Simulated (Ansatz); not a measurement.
# GdPd3: the cost of one run

Computed with Ansatz 0.2.0 through its Python package. Level of theory: DFT LDA, plane waves, PAW.

### Step 1. The system

The structure is cubic, space group Pm-3m (No. 221). Conventional cell: a = 4.080 Å, b = 4.080 Å, c = 4.080 Å, α = 90.00°, β = 90.00°, γ = 90.00°. Around Gd (site symmetry m-3m) lie 12 Pd at 2.88 Å. Pd (site symmetry 4/mmm) is surrounded by 4 Gd at 2.88 Å and 8 Pd at 2.88 Å.

No structure file is read: the coordinates are typed or built in the script.

### Step 2. The code

The input, eos_gdpd3.py:

```python
# -*- coding: utf-8 -*-
import warnings

import ansatz as az
import numpy as np

vectors0 = np.array([
    [4.08, 0.0, 0.0],
    [0.0, 4.08, 0.0],
    [0.0, 0.0, 4.08],
])
sites = [
    ("Gd", [0.0, 0.0, 0.0], 4.9),
    ("Pd", [0.0, 0.5, 0.5], 0.0),
    ("Pd", [0.5, 0.0, 0.5], 0.0),
    ("Pd", [0.5, 0.5, 0.0], 0.0),
]


def crystal_on(cell):
    crystal = az.Crystal(lattice=az.Lattice.of(cell))
    for symbol, position, moment in sites:
        crystal = crystal.atom(symbol, position, moment=moment or None)
    return crystal


def main():
    warnings.simplefilter("ignore", az.DeckWarning)

    volumes, energies, pressures = [], [], []
    for scale in np.linspace(0.92, 1.08, 7):
        cell = vectors0 * scale ** (1 / 3)
        calc = (
            crystal_on(cell).calculation()
            .basis(41 * az.Ry)
            .functional("lda")
            .occupations("Marzari-Vanderbilt", width=0.1)
            .scf(tolerance=1e-08)
            .spin("collinear")
            .kpoints(7, 7, 7)
            .stress()
        )
        summary = calc.run(threads=1, pin="off").report
        volumes.append(abs(np.linalg.det(cell)) / len(sites))
        energies.append(summary["free_energy_ev"] / len(sites))
        pressures.append(np.trace(summary["stress_gpa"]) / 3)
        print(f"V = {volumes[-1]:8.4f} A^3/atom  F = {energies[-1]:.5f} eV/atom  P = {pressures[-1]:8.3f} GPa")

    x = np.array(volumes) ** (-2 / 3)
    poly = np.polynomial.Polynomial.fit(x, energies, 3).convert()
    roots = poly.deriv().roots()
    x0 = min((r.real for r in roots if abs(r.imag) < 1e-9 and poly.deriv(2)(r.real) > 0), key=lambda r: abs(r - x.mean()))
    v0 = x0 ** -1.5
    b0 = 4 / 9 * poly.deriv(2)(x0) * v0 ** (-7 / 3) * 160.21766
    b1 = 4 + 2 / 3 * x0 * poly.deriv(3)(x0) / poly.deriv(2)(x0)
    print(f"V0 = {v0:.4f} A^3/atom, B0 = {b0:.1f} GPa, dB/dP = {b1:.2f}")


if __name__ == "__main__":
    main()
```

### Step 3. The calls as engine input

The engine receives this input (first run):

```yaml
crystal:
  lattice:
    - [3.9681624109729325, 0.0, 0.0]
    - [0.0, 3.9681624109729325, 0.0]
    - [0.0, 0.0, 3.9681624109729325]
  atoms:
    - { symbol: Gd, position: [0.0, 0.0, 0.0], spin: 4.9 }
    - { symbol: Pd, position: [0.0, 0.5, 0.5] }
    - { symbol: Pd, position: [0.5, 0.0, 0.5] }
    - { symbol: Pd, position: [0.5, 0.5, 0.0] }
basis:
  ecutwfc: 557.833418042754
kpoints:
  mp_grid:
    grid: [7, 7, 7]
hamiltonian:
  xc: lda
magnetization:
  spin_polarized: true
scf:
  convergence:
    dr2_threshold: 1.0e-08
  occupations:
    method: cold
    width: 0.1
output:
  stress: true
```

### Step 4. Running it

Started as:

```sh
$ python eos_gdpd3.py
```

**Question.** How long does this script take on 1 thread of AMD EPYC 7B13 (Zen 3), shared host, and how much memory does it need?

About 82 s, with a peak of 0.62 GiB.
